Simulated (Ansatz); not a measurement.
Consider the interaction energy of a dimer with the counterpoise correction of CH₄BN, SMILES BC=N (Ansatz 0.2.0, Python API).

`dimer_ch4bn.py`
```python
import ansatz as az

FIRST = [
    ('B', (-0.8688, 0.3144, -0.595)),
    ('C', (0.3126, 0.1041, 0.3156)),
    ('N', (0.8401, -1.0459, 0.3287)),
    ('H', (-1.27, -0.4987, -1.2885)),
    ('H', (-1.4263, 1.4168, -0.6468)),
    ('H', (0.6981, 0.9298, 0.933)),
    ('H', (1.714, -1.2205, 0.9527)),
]
SECOND = [
    ('B', (3.0897, 0.2381, -2.1772)),
    ('C', (2.1035, 1.3345, -2.4843)),
    ('N', (2.3079, 2.0272, -3.5232)),
    ('H', (3.9729, -0.0101, -2.8565)),
    ('H', (2.942, -0.4688, -1.1735)),
    ('H', (1.2376, 1.5093, -1.8277)),
    ('H', (1.5963, 2.8061, -3.7888)),
]

def energy(atoms, ghosts=()):
    molecule = az.Crystal.molecule()
    for symbol, xyz in atoms:
        molecule = molecule.atom(symbol, xyz)
    calc = (
        molecule.calculation()
        .basis(gaussian='def2-SVP')
        .functional('pbe0')
    )
    deck = calc.input()
    if ghosts:
        deck = deck.set(az.key.basis.gaussian.ghost_atoms, [{'symbol': s, 'position_ang': list(xyz)} for s, xyz in ghosts])
    return az.Session.from_dict(deck).plan().execute().report['free_energy_ev']


def main() -> None:
    both = energy(FIRST + SECOND)
    alone = energy(FIRST) + energy(SECOND)
    ghosted = energy(FIRST, SECOND) + energy(SECOND, FIRST)
    print(f'dimer {both:.6f} eV')
    print(f'interaction, uncorrected   {(both - alone):8.3f} eV')
    print(f'interaction, counterpoise  {(both - ghosted):8.3f} eV')
    print(f'basis-set superposition    {(alone - ghosted):8.3f} eV')


if __name__ == '__main__':
    main()
```

How large is the interaction at this pose, and how much of it is basis-set superposition?

Uncorrected it is 0.010 eV, with the counterpoise correction 0.041 eV; the difference, 0.03 eV, is the superposition error. In this basis both values are repulsive.

What the script printed:

Running `python dimer_ch4bn.py` prints:
```text
dimer -6519.687510 eV
interaction, uncorrected      0.010 eV
interaction, counterpoise     0.041 eV
basis-set superposition       0.031 eV
```

Caveats:
- Total energies depend on the basis set; only differences at equal settings carry meaning.
- The dimer is a generated trial pose of unrelaxed monomers, not a minimum, so the figure is no binding energy, and the basis set is small.
- This level lacks the dispersion part of the attraction (electrostatics and induction are there), which can decide the sign where the interaction is weak.
- The whole script took 12 s on 1 thread of Arm Neoverse V1 (shared host), peak memory 0.28 GiB.

(Lines on the test bed's own set-up are left out of the output.)
